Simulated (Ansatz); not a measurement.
# AlGe (doublet): the correlation ladder at distance Ge1–Al2 = 2.719 Å, cc-pVDZ

An exercise on one series of results from a longer session: the logs are not shown, and one member is left open.

Program: Ansatz 0.2.0, Gaussian basis. Level of theory: cc-pVDZ, core rule «outside noble gas», up to 19 orbitals frozen. These are calculated values, not measurements.

To be run: UHF; CCSD(T) on ROHF; CCSD(T) on UHF; BCCD(T) on ROHF; CISD; CCSDT(Q) on ROHF; CCSDT(Q) on UHF; CASSCF and MRCISD+Q, 3 electrons in 3 orbitals; CASSCF and NEVPT2, 3 electrons in 3 orbitals; CASSCF and MRCISD+Q, 7 electrons in 8 orbitals; CASSCF and NEVPT2, 7 electrons in 8 orbitals; Full CI.

35 further runs of the same task are left out: 5 for a known fault of the program, 24 that didn't finish, 6 set aside as unsound or not needed.

## The geometry

The geometry derives from a PBE0/def2-TZVP stationary point (not a proven minimum). One bond is set to the value named and the two fragments are kept rigid. No spin-orbit coupling is included. The filled d shell of Ge may be among the frozen orbitals whatever the setting's name suggests; the logs give the count.

2 atoms, charge 0, spin multiplicity 2.

Atoms are counted from 1 here; the program's logs count them from 0.

Bond lengths: Ge1–Al2 2.719 Å.

Set-up of the first run:

Input file in.yaml:

```yaml
crystal:
  periodic: [false, false, false]
  atoms:
    - {symbol: Ge, position_ang: [0.000000, 0.000000, 0.000000]}
    - {symbol: Al, position_ang: [0.000000, 0.000000, 2.719000]}
basis:
  gaussian: {orbitals: cc-pVDZ}
magnetization: {spin_polarized: true, initial_magnetization: 1}
hamiltonian: {xc: hf}
output: {orbitals: {seedname: orbitals}}
```

Launch:

```bash
$ ansatz run in.yaml --threads 1 --pin off --events-out ev --progress --plain --max-ram 2393MiB
```

Among the steps run: UHF; CCSD(T) on ROHF; CCSD(T) on UHF; BCCD(T) on ROHF; CISD; CCSDT(Q) on ROHF; CCSDT(Q) on UHF; CASSCF and MRCISD+Q, 3 electrons in 3 orbitals; CASSCF and NEVPT2, 3 electrons in 3 orbitals; CASSCF and MRCISD+Q, 7 electrons in 8 orbitals; CASSCF and NEVPT2, 7 electrons in 8 orbitals; Full CI.

One of the session's tables, all rows but one given; the rest of the session is left out.

| method | from FCI (meV) |
| --- | --- |
| ROHF | +3724.7 |
| RMP2 | +1103.6 |
| CISD | ? |
| RCCSD | +189.8 |
| RCCSD(T) | +73.7 |
| BCCD(T) | +74.0 |
| RCCSDT | +22.8 |
| RCCSDT(Q) | +8.6 |
| FCI | 0 |

Q: Estimate the row for CISD from the others.

**Answer.** from FCI (meV): +448.1. In the column «from FCI (meV)» it lies between RCCSD (+189.8) and RMP2 (+1103.6).

Left out of the table: CASSCF pair, NEVPT2 pair, MRCISD pair, MRCISD+Q pair, CASSCF valence, NEVPT2 valence, MRCISD valence, MRCISD+Q valence (the active space lost an orbital or holds another state than full CI finds).

Limits of these values: Left out of the table: UHF, UMP2, UCCSD, UCCSD(T), UCCSDT, UCCSDT(Q) (another determinant or state than the rows shown). Warnings in the runs' records: passed over end.
